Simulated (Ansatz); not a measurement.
# CH5NO2Si: the cost of one run

Program: the Python package of Ansatz 0.2.0. The levels of theory stand in the script. These are calculated values, not measurements.

## (1) Starting point

Bond lengths: N1–Si2 1.638 Å, Si2–O3 1.604 Å, O3–C4 1.491 Å, Si2–O5 1.646 Å, C4–O5 1.499 Å, N1–H6 1.023 Å, N1–H7 0.991 Å, Si2–H8 1.430 Å, C4–H9 1.067 Å, C4–H10 1.029 Å. Angles (14 of 17 angles, heavy atoms first): N1–Si2–O3 105.5°, N1–Si2–O5 109.6°, O3–Si2–O5 81.4°, Si2–O3–C4 93.8°, O3–C4–O5 90.2°, Si2–O5–C4 91.8°, N1–Si2–H8 121.9°, O3–Si2–H8 114.4°, O5–Si2–H8 116.5°, Si2–N1–H6 111.1°, Si2–N1–H7 112.7°, O3–C4–H9 109.1°, O3–C4–H10 114.4°, O5–C4–H9 110.0°.

Input file ch5no2si.xyz:

```xyz
10

N    -1.08880    1.04400    1.10320
Si   -0.81820   -0.15560    0.02160
O     0.58140   -0.81120    0.45000
C     1.23490   -0.51020   -0.85640
O     0.10980    0.41460   -1.21280
H    -0.37310    1.77120    1.03250
H    -1.08080    0.72190    2.04080
H    -1.83200   -1.10200   -0.32650
H     1.20070   -1.37990   -1.47330
H     2.14910   -0.04400   -0.77620
```

## (2) The script

The input, ch5no2si_methods.py:

```python
# -*- coding: utf-8 -*-
"""One geometry of CH5NO2Si, method by method."""

from pathlib import Path

import ansatz as az
import numpy as np


def main():
    mol = az.Crystal.molecule_from_extxyz("ch5no2si.xyz")

    job = mol.calculation().basis(gaussian="def2-SVP")

    print("functional    E (Ha)        dipole (D)   HOMO (eV)  LUMO (eV)")
    for name in ["revpbe", "hf", "pbe", "r2scan0"]:
        report = job.functional(name).forces().orbitals().run(runs_dir="runs").report
        lines = Path(report["orbitals_path"]).read_text().splitlines()
        field_of = lambda key: [line.split("=")[1].strip() for line in lines if line.startswith(key)]
        orbitals = [(27.211386 * float(e), s, float(n)) for e, s, n in zip(field_of("Ene="), field_of("Spin="), field_of("Occup="))]
        homo = max(e for e, _, n in orbitals if n > 0.5)
        lumo = min(e for e, _, n in orbitals if n < 0.5)
        dipole = 4.803205 * np.linalg.norm(report["charge_distribution"]["dipole_moment_e_ang"])
        print(f"{name:10s} {report['free_energy_ev'] / 27.211386246:14.6f} {dipole:9.3f} {homo:11.3f} {lumo:10.3f}")


if __name__ == "__main__":
    main()
```

## (3) The input behind the calls

The engine receives this input (first run):

```yaml
crystal:
  periodic: [false, false, false]
  atoms:
    - { symbol: "N", position_ang: [-1.0888, 1.044, 1.1032] }
    - { symbol: Si, position_ang: [-0.8182, -0.1556, 0.0216] }
    - { symbol: O, position_ang: [0.5814, -0.8112, 0.45] }
    - { symbol: C, position_ang: [1.2349, -0.5102, -0.8564] }
    - { symbol: O, position_ang: [0.1098, 0.4146, -1.2128] }
    - { symbol: H, position_ang: [-0.3731, 1.7712, 1.0325] }
    - { symbol: H, position_ang: [-1.0808, 0.7219, 2.0408] }
    - { symbol: H, position_ang: [-1.832, -1.102, -0.3265] }
    - { symbol: H, position_ang: [1.2007, -1.3799, -1.4733] }
    - { symbol: H, position_ang: [2.1491, -0.044, -0.7762] }
basis:
  gaussian:
    orbitals: def2-SVP
hamiltonian:
  xc: revpbe
output:
  orbitals: {}
  forces: true
```

## (4) Launch

Started as:

```bash
python ch5no2si_methods.py
```

Q: Estimate wall time and peak memory on 1 thread of Intel Xeon at 2.70GHz, shared host.

About 14 s, with a peak of 0.29 GiB.
